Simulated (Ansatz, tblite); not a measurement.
# Al3N3 zinc blende ring rod (Al₃N₃H₁₂): a ladder of methods and basis sets

An exercise on one series of results from a longer session: the logs are not shown, and one member is left open.

Method: as each input shows; program: Ansatz 0.2.0, Gaussian basis.

Levels to be run: GFN1-xTB, GFN2-xTB, PBE-D4/def2-TZVP, r2SCAN-D4/def2-TZVP, LDA/def2-TZVP, BLYP-D4/def2-TZVP, r2SCAN0-D4/def2-TZVP, PBE+10HF/def2-SVP, PBE+15HF/def2-SVP, PBE+40HF/def2-SVP, PBE-D4/def2-SVP, PBE0-D4/def2-SVP, HF/STO-3G, HF/6-31G, B3LYP-D4/6-31G, PBE0-D4/def2-TZVPD, PBE-D4/def2-TZVPD, LDA/def2-TZVPD, CCSD(T)/def2-SVP, MP2/def2-TZVP, RPA/def2-TZVP.

2 further runs of the same task are left out: 2 set aside as unsound or not needed.

### The structure

The geometry is that of the singlet, from an earlier relaxation (r2SCAN-D4/def2-SVP).

18 atoms, charge 0, spin multiplicity 1.

Bond lengths: Al1–N4 1.962 Å, Al1–N6 1.962 Å, Al1–H7 1.603 Å, Al1–H8 1.592 Å, Al2–N5 1.961 Å, Al2–N6 1.962 Å, Al2–H9 1.603 Å, Al2–H10 1.592 Å, Al3–N4 1.962 Å, Al3–N5 1.961 Å, Al3–H11 1.603 Å, Al3–H12 1.592 Å, N4–H13 1.026 Å, N4–H14 1.028 Å, N5–H15 1.026 Å, N5–H16 1.028 Å, N6–H17 1.026 Å, N6–H18 1.028 Å. Angles: N4–Al1–N6 104.4°, N4–Al1–H7 106.5°, N4–Al1–H8 108.2°, N6–Al1–H7 106.5°, N6–Al1–H8 108.3°, H7–Al1–H8 121.6°, N5–Al2–N6 103.9°, N5–Al2–H9 106.7°, N5–Al2–H10 108.3°, N6–Al2–H9 106.6°, N6–Al2–H10 108.3°, H9–Al2–H10 121.6°, N4–Al3–N5 103.9°, N4–Al3–H11 106.6°, N4–Al3–H12 108.3°, N5–Al3–H11 106.7°, N5–Al3–H12 108.3°, H11–Al3–H12 121.6° and more.

Geometry (Å):

```
Al   -0.68145   -0.67968    1.76097
Al    1.76672   -0.66514   -0.67214
Al   -0.66140    1.76776   -0.67294
N    -1.60188    0.59199    0.58452
N     0.56581    0.56411   -1.61707
N     0.58843   -1.60304    0.58489
H    -1.77306   -1.76903    2.19773
H     0.14838    0.14868    2.83851
H     2.25159   -1.75250   -1.74516
H     2.80716    0.19990    0.16726
H    -1.74776    2.25406   -1.74634
H     0.20508    2.80707    0.16635
H    -2.37278    0.11763    0.10124
H    -2.08749    1.23286    1.22549
H     0.06184    0.06094   -2.35582
H     1.19050    1.18743   -2.14484
H     0.11242   -2.37275    0.10140
H     1.22789   -2.09026    1.22598
```

PBE0-D4/def2-TZVP was run before; its log isn't repeated, and its numbers join the tables.

The first run:

Tight binding, by tblite at 300 K electronic temperature and without a spin-polarisation term:

```python
tblite.interface.Calculator('GFN1-xTB', numbers, positions, charge=0, uhf=0).singlepoint()
```

Tight binding, by tblite at 300 K electronic temperature and without a spin-polarisation term:

```python
tblite.interface.Calculator('GFN2-xTB', numbers, positions, charge=0, uhf=0).singlepoint()
```

start.molden holds the orbitals of an earlier run on this state, given as this run's starting guess.

in.yaml reads:

```yaml
crystal:
  periodic: [false, false, false]
  atoms:
    - {symbol: Al, position_ang: [-0.681447, -0.679683, 1.760968]}
    - {symbol: Al, position_ang: [1.766718, -0.665145, -0.672137]}
    - {symbol: Al, position_ang: [-0.661403, 1.767761, -0.672943]}
    - {symbol: N, position_ang: [-1.601878, 0.591994, 0.584517]}
    - {symbol: N, position_ang: [0.565806, 0.564107, -1.617073]}
    - {symbol: N, position_ang: [0.588434, -1.603038, 0.584894]}
    - {symbol: H, position_ang: [-1.773059, -1.769028, 2.197726]}
    - {symbol: H, position_ang: [0.148376, 0.148679, 2.838511]}
    - {symbol: H, position_ang: [2.251588, -1.752502, -1.745161]}
    - {symbol: H, position_ang: [2.807156, 0.199901, 0.167258]}
    - {symbol: H, position_ang: [-1.747757, 2.254063, -1.746342]}
    - {symbol: H, position_ang: [0.205083, 2.807068, 0.166348]}
    - {symbol: H, position_ang: [-2.372778, 0.117631, 0.101236]}
    - {symbol: H, position_ang: [-2.087491, 1.232855, 1.225489]}
    - {symbol: H, position_ang: [0.061844, 0.060939, -2.355818]}
    - {symbol: H, position_ang: [1.190505, 1.187432, -2.144842]}
    - {symbol: H, position_ang: [0.112421, -2.372750, 0.101399]}
    - {symbol: H, position_ang: [1.227891, -2.090264, 1.225979]}
basis:
  gaussian: {orbitals: def2-TZVP, initial_orbitals: start.molden}
hamiltonian: {xc: pbe, dispersion: d4}
scf: {omitted_lower_state_checks: [starts]}
output: {orbitals: {seedname: orbitals}}
```

Run with:

```bash
$ ansatz run in.yaml --threads 4 --pin off --events-out ev --progress --plain --max-ram 4787MiB
```

Steps of the session up to this table: PBE-D4/def2-TZVP; r2SCAN-D4/def2-TZVP; LDA/def2-TZVP; BLYP-D4/def2-TZVP; r2SCAN0-D4/def2-TZVP; PBE+10HF/def2-SVP; PBE+15HF/def2-SVP; PBE+40HF/def2-SVP; PBE-D4/def2-SVP; PBE0-D4/def2-SVP; HF/STO-3G; HF/6-31G; B3LYP-D4/6-31G; PBE0-D4/def2-TZVPD; PBE-D4/def2-TZVPD; LDA/def2-TZVPD; CCSD(T)/def2-SVP; MP2/def2-TZVP; RPA/def2-TZVP.

One table of the session follows, with a row left open; its other results are not shown here.

It belongs to the step «Levels side by side». 

```
               level  HOMO (eV)  LUMO (eV)  gap (eV)
           HF/STO-3G      -8.39      12.17     20.56
            HF/6-31G     -10.87       2.70     13.57
       LDA/def2-TZVP      -6.54      -1.18      5.36
      LDA/def2-TZVPD      -6.54      -1.43      5.11
     PBE-D4/def2-SVP      -6.46      -0.62      5.83
    PBE-D4/def2-TZVP      -6.51      -0.99      5.52
   PBE-D4/def2-TZVPD      -6.52      -1.31      5.21
   BLYP-D4/def2-TZVP      -6.43      -0.94      5.49
 r2SCAN-D4/def2-TZVP      -6.83      -0.52      6.31
      B3LYP-D4/6-31G      -7.59      -0.18      7.41
    PBE0-D4/def2-SVP      -7.75       0.23      7.97
   PBE0-D4/def2-TZVP      -7.78      -0.19      7.59
  PBE0-D4/def2-TZVPD      -7.78      -0.61      7.17
r2SCAN0-D4/def2-TZVP      -7.99       0.10      8.08
   PBE+10HF/def2-SVP      -6.97      -0.28      6.69
   PBE+15HF/def2-SVP      -7.23      -0.11      7.11
   PBE+40HF/def2-SVP          ?          ?         ?
```

Estimate the missing values for PBE+40HF/def2-SVP.

As computed: HOMO (eV): -8.53; LUMO (eV): 0.73; gap (eV): 9.26. In the column «HOMO (eV)» it lies between HF/6-31G (-10.87) and HF/STO-3G (-8.39).
